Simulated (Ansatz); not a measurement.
# C6ClF5: taking an electron away

How much energy removes an electron from C6ClF5 at fixed geometry? The cation is run at each level and the neutral's energy taken from earlier runs.

Computed with Ansatz 0.2.0, Gaussian basis. Level: unrestricted cation, the program's frozen cores in correlated methods.

Plan: UKS PBE-D4/def2-TZVPP; UKS r2SCAN-D4/def2-TZVPP; UKS PBE0-D4/def2-TZVPP; UKS B3LYP-D4/def2-TZVPP; UKS wB97X-V/def2-TZVPP; UKS wB97M-V/def2-TZVPP; UKS B2PLYP/def2-TZVPP; UHF-CCSD(T)/def2-TZVPP; UHF-MP2/def2-QZVPP; extrapolation to the limit; then −ε(HOMO) from the neutral's earlier runs with LDA (SPW92), PBE-D4, revPBE-D4, BLYP-D4, r2SCAN-D4, B97M-V, PBE0-D4, B3LYP-D4, r2SCANh-D4, r2SCAN0-D4, HSE06-D4, BHLYP-D4, CAM-B3LYP-D4, LC-ωPBE, ωB97X-V, ωB97M-V.

**1. Structure used throughout**

An earlier PBE0-D4 in a triple-zeta def2 set relaxation fixed the geometry.

SMILES `Fc1c(F)c(F)c(Cl)c(F)c1F`, 12 atoms, charge 0, spin multiplicity 1.

Atoms are counted from 1 here; the program's logs count them from 0.

Bond lengths: F1–C2 1.321 Å, C2–C3 1.385 Å, C2–C11 1.385 Å, C3–F4 1.323 Å, C3–C5 1.384 Å, C5–F6 1.321 Å, C5–C7 1.388 Å, C7–Cl8 1.704 Å, C7–C9 1.388 Å, C9–F10 1.321 Å, C9–C11 1.384 Å, C11–F12 1.323 Å. Angles: F1–C2–C3 120.0°, F1–C2–C11 120.0°, C3–C2–C11 119.9°, C2–C3–F4 119.9°, C2–C3–C5 119.9°, F4–C3–C5 120.2°, C3–C5–F6 118.9°, C3–C5–C7 120.7°, F6–C5–C7 120.4°, C5–C7–Cl8 120.6°, C5–C7–C9 118.9°, Cl8–C7–C9 120.6°, C7–C9–F10 120.4°, C7–C9–C11 120.7°, F10–C9–C11 118.9°, C2–C11–C9 119.9°, C2–C11–F12 119.9°, C9–C11–F12 120.2°.

**2. Cation, UKS PBE-D4/def2-TZVPP**

The input, in.yaml:

```yaml
crystal:
  periodic: [false, false, false]
  atoms:
    - {symbol: F, position_ang: [-0.368029, -1.948363, -1.887050]}
    - {symbol: C, position_ang: [-0.187330, -1.010321, -0.975011]}
    - {symbol: C, position_ang: [-0.919051, 0.164274, -1.034409]}
    - {symbol: F, position_ang: [-1.798699, 0.345451, -2.005210]}
    - {symbol: C, position_ang: [-0.726959, 1.145375, -0.076618]}
    - {symbol: F, position_ang: [-1.435081, 2.258296, -0.151486]}
    - {symbol: C, position_ang: [0.193530, 0.966788, 0.947294]}
    - {symbol: Cl, position_ang: [0.426603, 2.176702, 2.123671]}
    - {symbol: C, position_ang: [0.920791, -0.214870, 0.995944]}
    - {symbol: F, position_ang: [1.804541, -0.416068, 1.957266]}
    - {symbol: C, position_ang: [0.734045, -1.200384, 0.041631]}
    - {symbol: F, position_ang: [1.432536, -2.321983, 0.098076]}
basis:
  gaussian: {orbitals: def2-TZVPP}
total_charge: 1
magnetization: {spin_polarized: true, initial_magnetization: 1}
hamiltonian: {xc: pbe, dispersion: d4}
```

On the command line:

```console
$ ansatz run in.yaml --threads 4 --pin off --events-out ev --progress --plain --max-ram 63488MiB --backend cuda --devices 0, --max-vram 37GiB
```

The runs that follow: Cation, UKS r2SCAN-D4/def2-TZVPP; Cation, UKS PBE0-D4/def2-TZVPP; Cation, UKS B3LYP-D4/def2-TZVPP; Cation, UKS wB97X-V/def2-TZVPP; Cation, UKS wB97M-V/def2-TZVPP; Cation, UKS B2PLYP (frozen core)/def2-TZVPP; Cation, UHF-CCSD(T)/def2-TZVPP; Cation, UHF-MP2/def2-QZVPP.

Before running them: what should the planned runs give, taken together? Wanted: ionisation energy, CCSD(T)/CBS; nearest functional by difference; nearest −ε(HOMO); −ε(HOMO) of PBE; T1 of the cation.

The runs gave:

```
                        quantity               value
  ionisation energy, CCSD(T)/CBS            10.05 eV
nearest functional by difference  ωB97X-V (-0.27 eV)
                nearest −ε(HOMO)  ωB97X-V (-0.14 eV)
                 −ε(HOMO) of PBE             6.53 eV
                T1 of the cation               0.024
```

What this shows: Energy differences with functionals land within 0.79 eV of the reference. −ε(HOMO) of PBE misses by 3.5 eV, since self-interaction lifts the level. Among orbital estimates ωB97X-V comes nearest. Hartree-Fock falls 0.93 eV short, as the neutral has more correlation energy than the cation. The cation may have settled in a state other than its lowest; no search over hole states beyond the program's own was made.
